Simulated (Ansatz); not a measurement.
# C3H10AlB: a ladder of functionals and wavefunction methods

One table from this session's results is given with a row withheld; the runs are named, their logs left out.

Computed with Ansatz 0.2.0, Gaussian basis. Level: functionals in def2-TZVPP, the program's frozen cores in correlated methods.

The runs, in order: PBE-D4, r2SCAN-D4, PBE0-D4, B3LYP-D4, ωB97X-V, ωB97M-V, B2PLYP; CCSD(T)/def2-TZVPP; MP2/def2-QZVPP; extrapolation to the limit.

## Structure used throughout

All runs share one geometry, relaxed beforehand with PBE0-D4 in a triple-zeta def2 set.

SMILES `CCC[BH][AlH2]`, 15 atoms, charge 0, spin multiplicity 1.

Atoms are counted from 1 here; the program's logs count them from 0.

Bond lengths: C1–C2 1.519 Å, C1–H6 1.096 Å, C1–H7 1.092 Å, C1–H8 1.094 Å, C2–C3 1.524 Å, C2–H9 1.098 Å, C2–H10 1.095 Å, C3–B4 1.557 Å, C3–H11 1.099 Å, C3–H12 1.108 Å, B4–Al5 2.131 Å, B4–H13 1.206 Å, Al5–H14 1.597 Å, Al5–H15 1.597 Å. Angles: C2–C1–H6 111.4°, C2–C1–H7 111.9°, C2–C1–H8 110.9°, H6–C1–H7 107.6°, H6–C1–H8 107.0°, H7–C1–H8 107.8°, C1–C2–C3 112.2°, C1–C2–H9 109.6°, C1–C2–H10 109.2°, C3–C2–H9 109.1°, C3–C2–H10 110.6°, H9–C2–H10 105.8°, C2–C3–B4 118.8°, C2–C3–H11 111.0°, C2–C3–H12 110.3°, B4–C3–H11 111.3°, B4–C3–H12 100.9°, H11–C3–H12 103.0° and more.

Set-up of the first run:

File in.yaml:

```yaml
crystal:
  periodic: [false, false, false]
  atoms:
    - {symbol: C, position_ang: [0.246280, -1.726151, -0.220633]}
    - {symbol: C, position_ang: [1.141647, -0.498692, -0.218091]}
    - {symbol: C, position_ang: [0.517397, 0.671717, -0.967807]}
    - {symbol: B, position_ang: [-0.734371, 1.370196, -0.359889]}
    - {symbol: Al, position_ang: [-1.459375, 1.101903, 1.625435]}
    - {symbol: H, position_ang: [-0.731678, -1.507926, 0.223561]}
    - {symbol: H, position_ang: [0.687085, -2.553199, 0.340059]}
    - {symbol: H, position_ang: [0.062991, -2.073593, -1.241391]}
    - {symbol: H, position_ang: [1.348180, -0.194698, 0.816261]}
    - {symbol: H, position_ang: [2.112775, -0.759375, -0.652247]}
    - {symbol: H, position_ang: [0.359551, 0.421396, -2.026081]}
    - {symbol: H, position_ang: [1.228013, 1.520732, -1.015576]}
    - {symbol: H, position_ang: [-1.281809, 2.169048, -1.079278]}
    - {symbol: H, position_ang: [-0.856776, 1.908524, 2.864908]}
    - {symbol: H, position_ang: [-2.661806, 0.099518, 1.940171]}
basis:
  gaussian: {orbitals: def2-TZVPP}
hamiltonian: {xc: pbe, dispersion: d4}
output: {forces: true, orbitals: {seedname: orbitals}}
```

On the command line:

```
ansatz run in.yaml --threads 4 --pin off --events-out ev --progress --plain --max-ram 10444MiB
```

Among the steps run: PBE-D4 (GGA); r2SCAN-D4 (meta-GGA); PBE0-D4 (hybrid); B3LYP-D4 (hybrid); ωB97X-V (range-separated); ωB97M-V (range-separated); B2PLYP (double hybrid); CCSD(T) in def2-TZVPP; MP2 in def2-QZVPP.

One table of the session follows, with a row left open; its other results are not shown here.

```
            method  atomisation energy (kcal/mol)
            PBE-D4                         1283.9
         r2SCAN-D4                         1275.1
           PBE0-D4                         1275.1
          B3LYP-D4                              ?
           ωB97X-V                         1274.2
           ωB97M-V                         1273.8
            B2PLYP                         1257.4
     HF/def2-TZVPP                          977.7
    MP2/def2-TZVPP                         1248.5
   CCSD/def2-TZVPP                         1229.7
CCSD(T)/def2-TZVPP                         1242.3
           MP2/CBS                         1274.2
       CCSD(T)/CBS                         1268.0
```

Estimate the missing values for B3LYP-D4.

As computed: atomisation energy (kcal/mol): 1272.7. In the column «atomisation energy (kcal/mol)» it lies between CCSD(T)/CBS (1268.0) and ωB97M-V (1273.8).

Caveats from the session: Free atoms (3 C, 1 B, 1 Al, 10 H) were run apart at each level; the atomisation energy is their sum less the molecule, without zero-point or spin-orbit terms.
